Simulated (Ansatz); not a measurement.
# Cd3N2: the cost of one run

Program: Ansatz 0.2.0. Level of theory: DFT PBE, scalar-relativistic, plane waves, PAW, unless a step names another level. These are calculated values, not measurements.

15 further runs of the same task are left out: 3 that didn't finish, 12 set aside as unsound or not needed.

### 1 Plan

Pauling electronegativities: Cd 1.69, N 3.04 (spread 1.35). The formula balances with common oxidation states: Cd +2, N -3. Tabulated atomic sizes suggest about 18 Å³/atom. 23 candidates were drawn, by swapping species into database cells of other compounds, at random by space group and Wyckoff sites, or by hand, as the table says:

| name | made from | space group no. | Wyckoff sites | atoms (primitive cell) | V (Å³/atom) |
| --- | --- | --- | --- | --- | --- |
| c01 | random | 166 | Cd 6c, 3a; N 6c | 5 | 19.9 |
| c02 | random | 166 | Cd 18f; N 9d, 3a | 10 | 21.2 |
| c03 | random | 187 | Cd 3j; N 2i | 5 | 19.6 |
| c04 | random | 139 | Cd 4e, 2b; N 4d | 5 | 21.4 |
| c05 | database cell of Mg3As2 | 164 | Cd 1a, 2d; N 2d | 5 | 19.9 |
| c06 | database cell of Ni3S2 | 155 | Cd 9e; N 6c | 5 | 16.2 |
| c07 | database cell of Tm3Ru2 | 176 | Cd 6h; N 2c, 2b | 10 | 21.6 |
| c08 | database cell of Y2O3 | 167 | Cd 18e; N 12c | 10 | 18.0 |
| c09 | database cell of K2Au3 | 71 | Cd 2a, 4h; N 4j | 5 | 18.8 |
| c10 | database cell of Co3Ge2 | 187 | Cd 2i, 1b; N 1a, 1d | 5 | 16.9 |
| c11 | random | 38 | Cd 4c, 2b; N 4e | 5 | 18.1 |
| c12 | random | 166 | Cd 18g; N 3b, 9e | 10 | 20.7 |
| c13 | random | 119 | Cd 2c, 4f; N 4e | 5 | 18.7 |
| c14 | random | 191 | Cd 3f; N 2e | 5 | 22.6 |
| c15 | random | 119 | Cd 4e, 2d; N 2c, 2b | 5 | 18.4 |
| c16 | random | 225 | Cd 24e; N 4b, 4a, 8c | 10 | 21.8 |
| c17 | random | 67 | Cd 8n, 4a; N 8l | 10 | 22.4 |
| c18 | random | 221 | Cd 6f; N 3d, 1a | 10 | 21.9 |
| c19 | database cell of Ba2Bi3 | 71 | Cd 4g, 2c; N 4j | 5 | 22.0 |
| c20 | random | 187 | Cd 3j; N 1b, 1f | 5 | 19.0 |
| c21 | random | 38 | Cd 2a, 4e; N 4d | 5 | 22.7 |
| c22 | random | 221 | Cd 3d; N 1b, 1a | 5 | 21.0 |
| c23 | random | 221 | Cd 3c; N 1a, 1b | 5 | 19.8 |

### 2 Screening run of c04

The input, input.yaml:

```yaml
crystal:
  lattice:
    - [-2.22930475, 2.22930475, 5.3929408]
    - [2.22930475, -2.22930475, 5.3929408]
    - [2.22930475, 2.22930475, -5.3929408]
  atoms:
    - { symbol: Cd, position: [0.17022089, 0.17022089, 0.0] }
    - { symbol: Cd, position: [0.82977911, 0.82977911, 0.0] }
    - { symbol: Cd, position: [0.5, 0.5, 0.0] }
    - { symbol: "N", position: [0.75, 0.25, 0.5] }
    - { symbol: "N", position: [0.25, 0.75, 0.5] }
basis:
  ecutwfc: 420
kpoints:
  mp_grid: { grid: [4, 4, 4] }
hamiltonian:
  xc: pbe
scf:
  occupations: { method: gaussian, width: 0.15 }
  lower_state_search: "off"
output:
  forces: true
  stress: true
  eigenvalues: true
relax:
  adjacent_minimum: "off"
  f_tol: 0.08
  max_steps: 16
  cell: { stress_tol: 0.8 }
```

On the command line:

```bash
ansatz run input.yaml --threads 1 --pin off --max-ram 2560MiB --backend cpu --events-out ev --progress --plain --runs-dir out
```

**Question.** How long does this run take on 1 thread of Intel Xeon Platinum 8375C at 2.90GHz (Ice Lake), shared host, and how much memory does it need?

About 15 s, with a peak of 0.49 GiB.
